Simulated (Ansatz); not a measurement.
# CH3BOSe: basis-set convergence

An exercise on one series of results from a longer session: the logs are not shown, and one member is left open.

Program: Ansatz 0.2.0, Gaussian basis. Level of theory: one geometry, several basis sets. These are calculated values, not measurements.

Levels to be run: PBE0-D4/def2-SVP; ωB97M-V/def2-SVP; PBE0-D4/def2-QZVPP; ωB97M-V/def2-QZVPP; the functionals' def2-TZVPP values are taken from earlier runs.

## The relaxed structure

The geometry comes from an earlier relaxation with PBE0-D4 in a triple-zeta def2 set; it is a stationary point, not always the lowest conformer.

SMILES `[SeH]C1BO1`, 7 atoms, charge 0, spin multiplicity 1.

Atoms are counted from 1 here; the program's logs count them from 0.

Bond lengths: Se1–C2 1.911 Å, Se1–H5 1.469 Å, C2–B3 1.507 Å, C2–O4 1.507 Å, C2–H6 1.085 Å, B3–O4 1.327 Å, B3–H7 1.183 Å. Angles: C2–Se1–H5 96.1°, Se1–C2–B3 125.3°, Se1–C2–O4 117.4°, Se1–C2–H6 110.9°, B3–C2–O4 52.3°, B3–C2–H6 122.8°, O4–C2–H6 111.5°, C2–B3–O4 63.9°, C2–B3–H7 157.7°, O4–B3–H7 138.3°, C2–O4–B3 63.9°.

Set-up of the first run:

File in.yaml:

```yaml
crystal:
  periodic: [false, false, false]
  atoms:
    - {symbol: Se, position_ang: [-1.602810, 0.728452, -0.772642]}
    - {symbol: C, position_ang: [-0.309461, 0.166987, 0.517897]}
    - {symbol: B, position_ang: [1.017041, -0.474540, 0.200249]}
    - {symbol: O, position_ang: [0.039303, -1.298495, 0.556392]}
    - {symbol: H, position_ang: [-0.668356, 0.808974, -1.903836]}
    - {symbol: H, position_ang: [-0.560231, 0.541238, 1.504880]}
    - {symbol: H, position_ang: [2.145815, -0.540716, -0.148640]}
basis:
  gaussian: {orbitals: def2-SVP}
hamiltonian: {xc: pbe0, dispersion: d4}
output: {orbitals: {seedname: orbitals}}
```

Command:

```
ansatz run in.yaml --threads 2 --pin off --events-out ev --progress --plain --max-ram 4352MiB
```

Among the steps run: PBE0-D4 in def2-SVP; ωB97M-V in def2-SVP; PBE0-D4 in def2-QZVPP; ωB97M-V in def2-QZVPP.

One of the session's tables, all rows but one given; the rest of the session is left out.

```
functional       basis  HOMO (eV)
   PBE0-D4    def2-SVP      -6.85
   PBE0-D4  def2-TZVPP      -6.96
   PBE0-D4  def2-QZVPP      -6.98
   ωB97M-V    def2-SVP      -9.02
   ωB97M-V  def2-TZVPP      -9.14
   ωB97M-V  def2-QZVPP          ?
```

Q: Estimate the row for ωB97M-V, def2-QZVPP from the others.

**Answer.** HOMO (eV): -9.16. In the column «HOMO (eV)» it is the lowest.
